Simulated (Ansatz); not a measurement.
# Zn: LAPW beside PAW

Aim: solve Zn at one geometry with full-potential LAPW, PAW on the default files and datasets made for this crystal, and see where they agree.

Program: Ansatz 0.2.0. Level of theory: DFT PBEsol, scalar-relativistic. These are calculated values, not measurements.

## Step 1: Starting point

Symmetry: P6_3/mmc, No. 194, hexagonal system. Conventional cell: a = 2.665 Å, b = 2.665 Å, c = 4.947 Å, α = 90.00°, β = 90.00°, γ = 120.00°. Zn (site symmetry -6m2) is surrounded by 12 Zn at 2.66 to 2.91 Å.

Coordinates:

```
Zn
1.0
     2.66480    0.00000    0.00000
    -1.33240    2.30778    0.00000
     0.00000    0.00000    4.94670
Zn
2
Direct
  0.33333 0.66667 0.25000
  0.66667 0.33333 0.75000
```

The geometry is a database entry used as it stands. It may stem from high pressure or temperature, or be incomplete, so it serves as a test cell.

Atoms are numbered in the order of the input: Zn1, Zn2.

## Step 2: Full-potential LAPW

Input file input.yaml:

```yaml
crystal:
  lattice:
    - [2.6647980532, 0.0, 0.0]
    - [-1.3323990266, 2.30778281, 0.0]
    - [0.0, 0.0, 4.9467]
  atoms:
    - { symbol: Zn, position: [0.3333333333, 0.6666666667, 0.25] }
    - { symbol: Zn, position: [0.6666666667, 0.3333333333, 0.75] }
kpoints:
  mp_grid: { grid: [16, 16, 8] }
  band_path:
    path:
      - [0.0, 0.0, 0.0]
      - [0.5, 0.0, 0.0]
      - [0.3333333333, 0.3333333333, 0.0]
      - [0.0, 0.0, 0.0]
      - [0.0, 0.0, 0.5]
      - [0.5, 0.0, 0.5]
      - [0.3333333333, 0.3333333333, 0.5]
      - [0.0, 0.0, 0.5]
      - [0.5, 0.0, 0.5]
    npoints: 14
scf:
  occupations: { method: fermi_dirac, width: 0.03 }
hamiltonian:
  xc: pbesol
  pseudopotentials: { kind: all_electron, lapw: { basis_error: 0.00025 } }
output:
  forces: true
  stress: true
  eigenvalues: true
  populations: true
  dos: { projected: true, de: 0.2, e_range: [-14, 8] }
```

The run is started by

```console
$ ansatz run input.yaml --threads 1 --pin off --max-ram 3072MiB --backend cpu --events-out ev --progress --plain --runs-dir out
```

The log of the run, shortened:

```text
Zn: projections on atomic orbitals take those of the free atom 1s2 2s2 2p6 3s2 3p6 3d10 4s2, of charge +0.00 (hamiltonian.pseudopotentials.projection_atoms)
LAPW: plane waves up to 8.987 Å⁻¹, error target 2.5e-4 eV per atom; small_component_spin mean_spin; Zn in spheres of 1.332 Å, 20 of its electrons in bands, Dirac shells []
[...]
Pseudopotentials: kind: all_electron
Pseudopotential: Zn, LAPW, valence charge 20, Koelling and Harmon's equation, gaussian nucleus
Functional definition: PBEsol
[...]
Crystal: 2 atoms, lattice volume = 30.421 Å³
Basis set: ecut = 307.718867907551 eV, 375 PW (Γ), exchange–correlation at level 2
Bands: 24, of which v1, the nominal top of the filled ones, is band 20 counted from 1 (19 counted from 0)
Symmetry: 24 space group operations
Space group: P63/mmc (ITA 194), of the structure as read, at distance tolerance 3.1e-5 Å
k-points: 150 of 2048
[...]
SCF iter   1: F=—  HF=-97670.064810 eV  |F-HF|=—  |Δ(HF+E_count)|=         —  Δρ=2.00e-2  dr2=7.24e-2  ethr=1.80e-4  ⟨swp⟩=3.0  Hψ=24048  notcnv=0
[...]
SCF iter   7: F=-97669.803113 eV  HF=-97669.803113 eV  |F-HF|=1.02e-10  |Δ(HF+E_count)|=   3.67e-8  Δρ=2.83e-7  dr2=1.23e-11  ethr=5.52e-12  ⟨swp⟩=3.0  Hψ=12172  notcnv=0
[...]
NSCF: frozen V_eff on 113 k-points
SCF converged after 7 iterations
Free energy (F): -97669.803113 eV
[...]
E sigma→0 (E₀):  -97669.802878 eV
Entropy (-TS):   -0.000468 eV (-0.234 meV/atom)
Fermi energy:    13.764136 eV
[...]
--- Forces (eV/Å), atoms counted from 1 ---
  atom   1  Zn     0.00000000     0.00000000     0.00000000
  atom   2  Zn     0.00000000    -0.00000000     0.00000000
[...]
--- Stress (GPa, compression-positive) ---
       -5.677352       0.000000       0.000000
       -0.000000      -5.677352       0.000000
        0.000000       0.000000      -5.114123
  P = ⅓ Tr σ = -5.4896 GPa (-54.896 kbar)
--- Band table (eV; the first three rows and the last of 150) ---
  k-point 0: bands = ["-112.4839", "-112.4830", "-66.8095", "-66.7972", "-66.7834", "-66.7834", "-66.7820", "-66.7820", "3.2905", "5.1402", "5.8547", "6.0856", "6.0856", "6.1361", "6.1361", "6.4680", "6.4680", "6.6781", "6.6781", "10.0561", "10.6786", "27.2317", "30.7840", "31.0250"]
[...]
--- Löwdin populations: 2 sites ---
  site symbol       q [e]
     0     Zn     29.4398
     1     Zn     29.4398
  spilling = 0.018674 (of n_electrons = 60.000000)
```

Run time: 45 s. Hardware: 1 thread of Arm Neoverse V2, shared host; peak memory 0.52 GiB.

Read from it: pressure -5.49 GPa; no gap.

At the corners of the path (eV, zero at the Fermi level):

| point | band 17 | band 18 | band 19 | band 20 | band 21 | band 22 | band 23 |
| --- | --- | --- | --- | --- | --- | --- | --- |
| Γ | -7.30 | -7.09 | -7.09 | -3.71 | -3.09 | 13.47 | 17.02 |
| M | -6.91 | -6.89 | -2.91 | -2.23 | 2.54 | 3.45 | 4.01 |
| K | -7.19 | -7.19 | -0.06 | -0.06 | 0.08 | 4.89 | 6.00 |
| Γ | -7.30 | -7.09 | -7.09 | -3.71 | -3.09 | 13.47 | 17.02 |
| A | -7.17 | -7.17 | -7.17 | -7.17 | 4.51 | 4.51 | 18.55 |
| L | -6.90 | -6.90 | -1.94 | -1.94 | 0.05 | 0.05 | 10.00 |
| H | -7.09 | -7.09 | 0.88 | 0.88 | 1.74 | 1.74 | 2.06 |
| A | -7.17 | -7.17 | -7.17 | -7.17 | 4.51 | 4.51 | 18.55 |
| L | -6.90 | -6.90 | -1.94 | -1.94 | 0.05 | 0.05 | 10.00 |

States per cell, counted by energy window (eV from the Fermi level, on a grid of 0.20 eV):

| from | to | total | Zn 3d | Zn 4s |
| --- | --- | --- | --- | --- |
| -10 | -9 | 0.21 | 0.01 | 0.20 |
| -9 | -8 | 3.04 | 2.51 | 0.52 |
| -8 | -7 | 14.89 | 14.63 | 0.22 |
| -7 | -6 | 2.72 | 2.49 | 0.21 |
| -6 | -5 | 0.44 | 0.12 | 0.30 |
| -5 | -4 | 0.47 | 0.07 | 0.34 |
| -4 | -3 | 0.52 | 0.05 | 0.35 |
| -3 | -2 | 0.57 | 0.03 | 0.33 |
| -2 | -1 | 0.62 | 0.02 | 0.27 |
| -1 | 0 | 0.51 | 0.01 | 0.16 |
| 0 | 1 | 0.45 | 0.01 | 0.16 |
| 1 | 2 | 0.74 | 0.01 | 0.28 |
| 2 | 3 | 0.73 | 0.01 | 0.18 |
| 3 | 4 | 0.83 | 0.01 | 0.13 |
| 4 | 5 | 0.66 | 0.00 | 0.07 |

## Step 3: PAW on the default files

Edit input.yaml of step 2 so:

```diff
@@ -26,3 +26,3 @@
   xc: pbesol
-  pseudopotentials: { kind: all_electron, lapw: { basis_error: 0.00025 } }
+  pseudopotentials: { kind: paw }
 output:
@@ -31,3 +31,9 @@
   eigenvalues: true
+  efg: { contact_densities: true }
   populations: true
+  bader: true
   dos: { projected: true, de: 0.2, e_range: [-14, 8] }
+  write_density: true
+  write_potential: true
+  elf: true
+  volumetric_format: npy
```

The run is started by

```console
$ ansatz run input.yaml --threads 1 --pin off --max-ram 3072MiB --backend cpu --events-out ev --progress --plain --runs-dir out
```

The log of the run, shortened:

```text
[...]
Pseudopotentials: kind: paw
Pseudopotential: Zn, paw, valence charge 12, recommended cutoff 420 eV (normal)
[... 1 set-up line as earlier in the session ...]
[...]
Crystal: 2 atoms, lattice volume = 30.421 Å³
Basis set: ecut = 420 eV, 611 PW (Γ), exchange–correlation on 36×36×72 points (8 copies of the dense FFT grid, shifted against one another)
Bands: 16, of which v1, the nominal top of the filled ones, is band 12 counted from 1 (11 counted from 0)
[... 2 set-up lines as earlier in the session ...]
k-points: 150 of 2048
[...]
SCF iter   1: F=—  HF=-6561.786903 eV  |F-HF|=—  |Δ(HF+E_count)|=         —  Δρ=4.74e-3  dr2=3.93e-3  ethr=1.77e-3  ⟨swp⟩=5.3  Hψ=11942  notcnv=0
[...]
  P = ⅓ Tr σ = -5.5035 GPa (-55.035 kbar)
--- PAW observables at the nuclei: V_zz in 10²¹ V/m², potentials from the cell's mean, atoms counted from 1 ---
  atom   1  Zn V_zz =    +3.741257   η = 0.0000   by run symmetry: allowed
            electrostatic potential = -3946.159006 V   contact ρ = 166280.551049 e/Å³
  atom   2  Zn V_zz =    +3.741257   η = 0.0000   by run symmetry: allowed
            electrostatic potential = -3946.159006 V   contact ρ = 166280.551049 e/Å³
--- Band table (eV; the first three rows and the last of 150) ---
  k-point 0: bands = ["0.4530", "2.2944", "3.0052", "3.2362", "3.2362", "3.2866", "3.2866", "3.6177", "3.6177", "3.8275", "3.8275", "7.2166", "7.8392", "24.3843", "27.9455", "28.1811"]
[...]
--- Löwdin populations: 2 sites ---
  site symbol       q [e]
     0     Zn     11.4468
     1     Zn     11.4468
  spilling = 0.046100 (of n_electrons = 24.000000)
--- Bader charges: 2 sites ---
  site symbol  charge [e]  shift [e]
     0     Zn      0.0000     0.0000
     1     Zn      0.0000     0.0000
  estimated error of the sums over rays = 5.4e-5 e
```

Wall time 15 s (1 thread of Arm Neoverse V2, shared host); peak memory 0.36 GiB.

This run gives: pressure -5.50 GPa; no gap; Vzz Zn1 3.74 (η = 0.00) (10²¹ V/m²).

| atom | Bader charge (e) | basin volume (Å³) |
| --- | --- | --- |
| Zn1 | +0.00 | 15.21 |

Density in a lattice plane of the grid's cell (edges 2.66 and 4.95 Å, at 0.333 of the third edge), which holds Zn.

Ten even steps from '0' (0.13 e/Å³) to '9' (35.71 e/Å³):
```
000000000000
000000000000
000000001000
000000135310
000000169610
000000135310
000000001000
000000000000
000000000000
000000000000
000000000000
000000000000
000000000000
000000000000
000000000000
000000000000
000000000000
000000000000
000000000000
000000000000
```
Columns run along the first of these edges and rows up along the second, over one cell in 12 and 20 even steps from the bottom left corner. Atoms in the plane (fractional): Zn at (0.67, 0.75).

ELF in the same plane.

Ten even steps from '0' (0.00) to '9' (0.44):
```
555554444444
466654433344
467644210124
457643000013
457642000002
457643000013
467644210124
466654443444
556554444444
555555544455
544455666665
444455788875
444445789875
444445689965
444445689965
444445689965
444445789875
444455788875
544455666665
555555544455
```
Columns run along the first of these edges and rows up along the second, over one cell in 12 and 20 even steps from the bottom left corner. Atoms in the plane (fractional): Zn at (0.67, 0.75).

Both are smooth fields of the valence electrons: close to the nuclei they are not physical.

## Step 4: Datasets made for this crystal

Edit input.yaml of step 3 so:

```diff
@@ -21,3 +21,3 @@
       - [0.5, 0.0, 0.5]
-    npoints: 14
+    npoints: 8
 scf:
@@ -26,3 +26,3 @@
   xc: pbesol
-  pseudopotentials: { kind: paw }
+  pseudopotentials: { kind: all_electron, datasets: crystal }
 output:
@@ -32,8 +32 @@
   efg: { contact_densities: true }
-  populations: true
-  bader: true
-  dos: { projected: true, de: 0.2, e_range: [-14, 8] }
-  write_density: true
-  write_potential: true
-  elf: true
-  volumetric_format: npy
```

The run is started by

```console
$ ansatz run input.yaml --threads 1 --pin off --max-ram 3072MiB --backend cpu --events-out ev --progress --plain --runs-dir out
```

The log of the run, shortened:

```text
[...]
[... 1 set-up line as earlier in the session ...]
Pseudopotential: Zn, paw, valence charge 20, recommended cutoff 260 eV (normal), Koelling and Harmon's equation, gaussian nucleus
[... 1 set-up line as earlier in the session ...]
[...]
Crystal: 2 atoms, lattice volume = 30.421 Å³
Basis set: ecut = 260 eV, 301 PW (Γ), exchange–correlation on 30×30×54 points (8 copies of the dense FFT grid, shifted against one another)
Bands: 16, of which v1, the nominal top of the filled ones, is band 12 counted from 1 (11 counted from 0)
[... 2 set-up lines as earlier in the session ...]
k-points: 150 of 2048
[...]
SCF iter   1: F=—  HF=-97669.949435 eV  |F-HF|=—  |Δ(HF+E_count)|=         —  Δρ=4.46e-2  dr2=6.08e-1  ethr=2.72e-3  ⟨swp⟩=3.1  Hψ=12802  notcnv=0
[...]
  atom   2  Zn     0.00000000    -0.00000000     0.00000000
[...]
--- Stress (GPa, compression-positive) ---
       -5.675687      -0.000000       0.000000
        0.000000      -5.675687       0.000000
        0.000000       0.000000      -5.113186
  P = ⅓ Tr σ = -5.4882 GPa (-54.882 kbar)
  It holds what live shells' own plane waves past their cutoff add
--- PAW observables at the nuclei: V_zz in 10²¹ V/m², potentials from the cell's mean, atoms counted from 1 ---
  atom   1  Zn V_zz =    +3.741717   η = 0.0000   by run symmetry: allowed
            electrostatic potential = -3944.608325 V   contact ρ = 166350.452654 e/Å³
  atom   2  Zn V_zz =    +3.741717   η = 0.0000   by run symmetry: allowed
            electrostatic potential = -3944.608325 V   contact ρ = 166350.452654 e/Å³
--- Band table (eV; the first three rows and the last of 150) ---
  k-point 0: bands = ["3.2905", "5.1402", "5.8547", "6.0855", "6.0855", "6.1360", "6.1360", "6.4680", "6.4680", "6.6781", "6.6781", "10.0561", "10.6786", "27.2317", "30.7841"]
[...]
```

It took 17 s on 1 thread of Arm Neoverse V2, shared host; peak memory 0.5 GiB.

Read from it: pressure -5.49 GPa; no gap; Vzz Zn1 3.74 (η = 0.00) (10²¹ V/m²).

| atom | contact density (e/Å³) |
| --- | --- |
| Zn1 | 166350.5 |

## Step 5: The methods compared

```
          method  pressure (GPa)  Vzz Zn1 (10²¹ V/m²)  SCF cycles, all passes
            LAPW           -5.49                    –                       7
             PAW           -5.50                 3.74                       6
crystal datasets           -5.49                 3.74                       8
```

## Step 6: Outcome

```
           quantity                                              value
           pressure  LAPW -5.49, PAW -5.50, crystal datasets -5.49 GPa
         gap (LAPW)                                               none
Bader charges (PAW)                                        Zn1 +0.00 e
```

What this shows: The pressure of -5.5 GPa pushes the cell to shrink, with the atoms held in place. There is no gap at this level; the crystal is a metal here. The field gradient at Zn1, the largest by crystal datasets, is 3.74 by PAW and 3.74 by crystal datasets (10²¹ V/m²), within 5 %. In pressure, PAW differs from LAPW by -0.01 GPa. LAPW took about 2.9 times as long as PAW (45 s against 15 s, on a shared host and with the outputs that each input asks for).
